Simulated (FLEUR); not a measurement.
# AgRh: equation of state with PBE

Crystal: AgRh.

```xyz
2
Lattice="2.7776 0.0000 0.0000 -1.3888 2.4055 0.0000 0.0000 0.0000 4.8086" Properties=species:S:1:pos:R:3 pbc="T T T"
Ag    0.0000    0.0000    2.4043
Rh    1.3888    0.8018    0.0000
```

The cell comes from a database or a generator and needn't be the stable form of this composition.

```json
{
  "Program": "FLEUR MaX-R8.1 (later development tree)",
  "Task": "equation of state",
  "Functional": "PBE",
  "Potentials or basis": "all-electron",
  "Basis": "FLAPW",
  "Kmax": "4.15 1/bohr",
  "k mesh": "11 × 11 × 6",
  "Occupations": "fermi-dirac, width 0.05 eV",
  "Spin": "no spin polarisation"
}
```

- Equilibrium volume: 15.81 Å³/atom
- Bulk modulus at fixed shape and positions: 159 GPa
- Pressure derivative of the bulk modulus: 5.7 (rough: it moves with the points fitted)

Energy against volume, from the lowest point:
```tsv
volume (Å³/atom)	energy (meV/atom)
15.100	15.56
15.421	3.05
16.064	0.00
16.707	20.27
17.028	37.38
```

Caveat: the cell was scaled at fixed shape and fractional positions, which overstates the stiffness of a crystal with free parameters, most of all of layers and chains.
